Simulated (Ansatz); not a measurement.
# BaCa3F8: the cost of one run

Code: Ansatz 0.2.0. Linear response, PAW datasets, plane waves. The calculation is spin-unpolarised, and the structure need not be a phase that has been made.

### 1 Starting point

The cell was relaxed beforehand with r2SCAN.

The symmetry is Cmmm (No. 65, orthorhombic); a = 7.956 Å, b = 11.379 Å, c = 3.961 Å in the conventional setting, 14.94 Å³ an atom. Ca has 8 F at 2.32–2.48 Å; F has 3 Ca at 2.39–2.40 Å and 1 Ba at 2.60 Å and 3 F at 2.71–2.72 Å; Ba has 8 F at 2.58–2.60 Å; F has 4 Ca at 2.40–2.48 Å and 6 F at 2.68–2.73 Å; F has 2 Ca at 2.32 Å and 2 Ba at 2.58 Å.

Coordinates:

```cif
data_structure
_symmetry_space_group_name_H-M 'Cmmm'
_symmetry_Int_Tables_number 65
_cell_length_a 7.9565
_cell_length_b 11.3790
_cell_length_c 3.9608
_cell_angle_alpha 90.000
_cell_angle_beta 90.000
_cell_angle_gamma 90.000
_cell_volume 358.60
loop_
_atom_site_label
_atom_site_type_symbol
_atom_site_symmetry_multiplicity
_atom_site_Wyckoff_symbol
_atom_site_fract_x
_atom_site_fract_y
_atom_site_fract_z
_atom_site_occupancy
Ca1 Ca 4 e 0.25000 0.25000 0.00000 1
F1 F 8 q 0.23330 0.86833 0.50000 1
Ba1 Ba 2 c 0.50000 0.00000 0.50000 1
F2 F 4 i 0.50000 0.61979 0.00000 1
F3 F 4 i 0.50000 0.85492 0.00000 1
Ca2 Ca 2 d 0.00000 0.00000 0.50000 1
```

### 2 Field response with r2SCAN

input.yaml reads:

```yaml
crystal:
  lattice:
    - [3.978234442, -5.6895126631, 0.0]
    - [3.978234442, 5.6895126631, 0.0]
    - [0.0, 0.0, 3.960848191]
  atoms:
    - { symbol: Ca, position: [0.0, 0.5, 0.0] }
    - { symbol: F, position: [0.3649697636, 0.1016368077, 0.5] }
    - { symbol: F, position: [0.1016368077, 0.3649697636, 0.5] }
    - { symbol: Ba, position: [0.5, 0.5, 0.5] }
    - { symbol: F, position: [0.8802126553, 0.1197873447, 0.0] }
    - { symbol: F, position: [0.6450838836, 0.3549161164, 0.0] }
    - { symbol: Ca, position: [0.0, 0.0, 0.5] }
    - { symbol: F, position: [0.3549161164, 0.6450838836, 0.0] }
    - { symbol: F, position: [0.1197873447, 0.8802126553, 0.0] }
    - { symbol: Ca, position: [0.5, 0.0, 0.0] }
    - { symbol: F, position: [0.8983631923, 0.6350302364, 0.5] }
    - { symbol: F, position: [0.6350302364, 0.8983631923, 0.5] }
kpoints:
  mp_grid: { grid: [4, 4, 6] }
hamiltonian:
  xc: r2scan
scf:
  occupations: { method: fixed }
dielectric: {}
```

Q: Estimate wall time and peak memory on 1 × NVIDIA H100 80GB HBM3 with 2 threads of AMD EPYC 7R13 (Zen 3), shared host.

About 58 s, with a peak of 3.9 GiB on the host.
